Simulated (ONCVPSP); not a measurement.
# Pseudopotential generation for Ge: ONCV, PBE

Task: generate the file, and judge it by its errors in other configurations, its logarithmic derivatives, its ghosts and its cutoff.

Program: ONCVPSP 4.0.1.1 (patched build). Reference atom: PBE, scalar-relativistic, spherical and spin-unpolarised. All values are calculated.

**1. Settings**

The settings as typed:

```
element                 : germanium (Ge, Z = 32)
type                    : optimised norm-conserving Vanderbilt (ONCV)
frozen core             : [Ne] 3s2
valence charge          : 20
reference configuration : 3p6 3d10 4s2 4p1 (charge +1)
partial waves           : 4s: rc 1.55 bohr, ncon 4, nbas 7, qcut 4.5 1/bohr, 2 projectors, debl 3.9 Ha; 3p+4p: rc 1.30 bohr, ncon 4, nbas 9, qcut 10.7 1/bohr, 2 projectors; 3d: rc 1.15 bohr, ncon 4, nbas 9, qcut 11.9 1/bohr, 2 projectors, debl 1.6 Ha
local potential         : polynomial inside 0.85 bohr (lpopt 5, dvloc0 2 Ha)
core correction         : Teter function, fcfact 4.5, rcfact 1.65
```

**2. The generation run**

File Ge.dat:

```
# ATOM AND REFERENCE CONFIGURATION
# atsym  z   nc   nv     iexc    psfile
  Ge 32.00    4    4        4      upf
#
#   n    l    f
    1    0    2.00
    2    0    2.00
    2    1    6.00
    3    0    2.00
    3    1    6.00
    3    2   10.00
    4    0    2.00
    4    1    1.00
#
# PSEUDOPOTENTIAL AND OPTIMIZATION
# lmax
    2
#
#   l,   rc,      ep,       ncon, nbas, qcut
    0    1.55    0.00    4    7    4.50
    1    1.30    0.00    4    9   10.70
    2    1.15    0.00    4    9   11.90
#
# LOCAL POTENTIAL
# lloc, lpopt,  rc(5),   dvloc0
    4    5    0.85    2.00
#
# VANDERBILT-KLEINMAN-BYLANDER PROJECTORs
# l, nproj, debl
    0    2    3.90
    1    2    0.50
    2    2    1.60
#
# MODEL CORE CHARGE
# icmod, fcfact, rcfact
    3    4.50    1.65
#
# LOG DERIVATIVE ANALYSIS
# epsh1, epsh2, depsh
   -6.00    5.00    0.04
#
# OUTPUT GRID
# rlmax, drl
    6.00    0.01
#
# TEST CONFIGURATIONS
# ncnf
    4
# nvcnf
#   n    l    f
    4
    3    1    6.00
    3    2   10.00
    4    0    2.00
    4    1    2.00
#
    4
    3    1    6.00
    3    2   10.00
    4    0    2.00
    4    1    0.00
#
    4
    3    1    6.00
    3    2   10.00
    4    0    1.00
    4    1    0.00
#
    4
    3    1    6.00
    3    2   10.00
    4    0    2.00
    4    1    1.50
#
```

Launch:

```sh
$ oncvpsp.x < Ge.dat > Ge.out
```

What does the calculation give? Wanted: cutoffs for 1 and 0.1 mHa per electron, occupied waves; bound ghosts; GHOST(+) flags; largest test error; largest phase difference near zero energy, channels read; rms error of d²Exc/dn², without and with the model core.

**Answer**, as computed:

```
                                                quantity                           value
  cutoffs for 1 and 0.1 mHa per electron, occupied waves                66 Ha and 127 Ha
                                            bound ghosts                  s at -41.01 eV
                                          GHOST(+) flags              none at low energy
                            largest test error (AE − PS)  -3.0 meV, for 3p6 3d10 4s1 4p0
largest phase difference near zero energy, channels read                       0.000 rad
 rms error of d²Exc/dn², without and with the model core               2.37 and 1.07 mHa
```

**Reading.** It has a bound ghost (s), a state that the atom doesn't have, and that rules the file out. By total energies transferability is very good: the largest error is 3.0 meV on 50.2 eV, for 3p6 3d10 4s1 4p0. Atomic tests can pass in spite of a ghost, since they solve only for the levels asked. By its cutoff, 66 Ha for the looser tolerance, it is very hard. At the looser tolerance the 3d wave is the slowest; 3p needs 44 Ha. Near zero energy the phases of the channels with partial waves agree within 0.001 rad. The pseudo curves have a pole with no partner nearby in the atom's: s at -1.50 Ha. All of this concerns the isolated atom, not yet a solid.
